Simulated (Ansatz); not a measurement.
# CaCd3F8: the cost of one run

Code: Ansatz 0.2.0. PAW datasets, plane waves. Spin-unpolarised throughout. Whether this structure exists isn't addressed.

### Step 1. Starting point

The cell was relaxed beforehand with r2SCAN.

It is orthorhombic, Cmmm (No. 65); conventional cell a = 7.643 Å, b = 10.804 Å, c = 3.817 Å, 13.13 Å³ an atom. Cd has 8 F at 2.34 Å; F has 2 Cd at 2.34 Å and 2 Ca at 2.34 Å; F has 4 Cd at 2.34 Å; F has 3 Cd at 2.34 Å and 1 Ca at 2.35 Å.

As a file:

```xyz
12
Lattice="3.8217 -5.4018 0.0000 3.8217 5.4018 0.0000 0.0000 0.0000 3.8173" Properties=species:S:1:pos:R:3 pbc="T T T"
Cd    0.0000    0.0000    0.0000
F     3.8217    1.3573    1.9087
F     3.8217    4.0530    1.9087
Cd    1.9108   -2.7009    1.9087
F     5.7389   -1.3521    0.0000
F     5.7389    1.3521    0.0000
Cd    1.9108    2.7009    1.9087
F     1.9044   -1.3521    0.0000
F     1.9044    1.3521    0.0000
Ca    3.8217    0.0000    0.0000
F     3.8217   -4.0530    1.9087
F     3.8217   -1.3573    1.9087
```

### Step 2. PBE band path

The input, input.yaml:

```yaml
crystal:
  lattice:
    - [3.8216788999, -5.4017705707, 0.0]
    - [3.8216788999, 5.4017705707, 0.0]
    - [0.0, 0.0, 3.8173455761]
  atoms:
    - { symbol: Cd, position: [0.0, 0.0, 0.0] }
    - { symbol: F, position: [0.3743621757, 0.6256378243, 0.5] }
    - { symbol: F, position: [0.1248466955, 0.8751533045, 0.5] }
    - { symbol: Cd, position: [0.5, 0.0, 0.5] }
    - { symbol: F, position: [0.8759953317, 0.6256796343, 0.0] }
    - { symbol: F, position: [0.6256796343, 0.8759953317, 0.0] }
    - { symbol: Cd, position: [0.0, 0.5, 0.5] }
    - { symbol: F, position: [0.3743203657, 0.1240046683, 0.0] }
    - { symbol: F, position: [0.1240046683, 0.3743203657, 0.0] }
    - { symbol: Ca, position: [0.5, 0.5, 0.0] }
    - { symbol: F, position: [0.8751533045, 0.1248466955, 0.5] }
    - { symbol: F, position: [0.6256378243, 0.3743621757, 0.5] }
kpoints:
  mp_grid: { grid: [4, 4, 6] }
  band_path:
    path:
      - [[0.0, 0.0, 0.0], [-0.5, 0.5, 0.0], [-0.3751342309334, 0.6248657690666, 0.0]]
      - [[0.3751342309334, 0.3751342309334, 0.0], [0.0, 0.0, 0.0], [0.0, 0.0, 0.5], [0.3751342309334, 0.3751342309334, 0.5]]
      - [[-0.3751342309334, 0.6248657690666, 0.5], [-0.5, 0.5, 0.5], [-0.5, 0.5, 0.0]]
      - [[0.0, 0.0, 0.0], [-5.322085115885e-17, 0.5, 0.0], [-5.322085115885e-17, 0.5, 0.5], [0.0, 0.0, 0.5], [-0.5, 0.5, 0.5]]
    npoints: 10
hamiltonian:
  xc: pbe
scf:
  occupations: { method: fermi_dirac, width: 0.02 }
  n_extra_bands: 7
output:
  forces: true
  stress: true
  eigenvalues: true
  write_density: true
  write_potential: true
  elf: true
  volumetric_format: npy
```

Q: Estimate wall time and peak memory on 1 × NVIDIA H100 80GB HBM3 with 2 threads of AMD EPYC 7R13 (Zen 3), shared host.

About 14 s, with a peak of 1.2 GiB on the host.
